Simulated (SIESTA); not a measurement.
AlSn:

```
CELL_PARAMETERS angstrom
4.19811 0.00000 0.00000
-2.09905 3.63567 0.00000
0.00000 0.00000 3.30685
ATOMIC_POSITIONS crystal
Sn 0.33333 0.66667 0.50000
Al 0.00000 0.00000 0.00000
```

The cell comes from a database or a generator and needn't be the stable form of this composition.

```yaml
Program: SIESTA 5.4.2
Task: single point
Functional: PBEsol
Potentials_or_basis: PseudoDojo 0.4 standard (PBEsol files)
Basis: DZP (energy shift 0.003 Ry; two zetas on semicore shells)
Grid_cutoff: 500 Ry
Energy_shift: 0.003 Ry
k_mesh: 7 × 7 × 8
Occupations: fermi-dirac, width 0.05 eV
Spin: no spin polarisation
```

On this cell: pressure -1.5 GPa; largest force under 0.003 eV/Å; band gap on the k mesh none (metal or under the smearing width).

The same run follows on a disturbed copy (atoms moved at random, drawn with an rms of 0.05 Å):

```
Sn Al
1.0
     4.19811    0.00000    0.00000
    -2.09905    3.63567    0.00000
     0.00000    0.00000    3.30685
Sn Al
1 1
Direct
  0.33146 0.66059 0.49587
  0.00564 0.00428 0.99455
```

Task: What does the disturbed cell give?

Result: The energy (extrapolated to zero smearing) moves by +1.4 meV/atom; pressure -1.5 GPa; largest force 0.150 eV/Å; band gap on the k mesh none (metal or under the smearing width).

Forces in eV/Å, atoms in the order of the input:
```
Sn   0.034  0.146 -0.007
Al  -0.034 -0.146  0.007
```

Stress tensor (GPa, compression positive):
```
-2.06 -0.11  0.00
-0.11 -1.24 -0.01
 0.00 -0.01 -1.26
```

Caveats: the basis of atomic orbitals isn't converged, which shifts pressures, moduli and gaps.
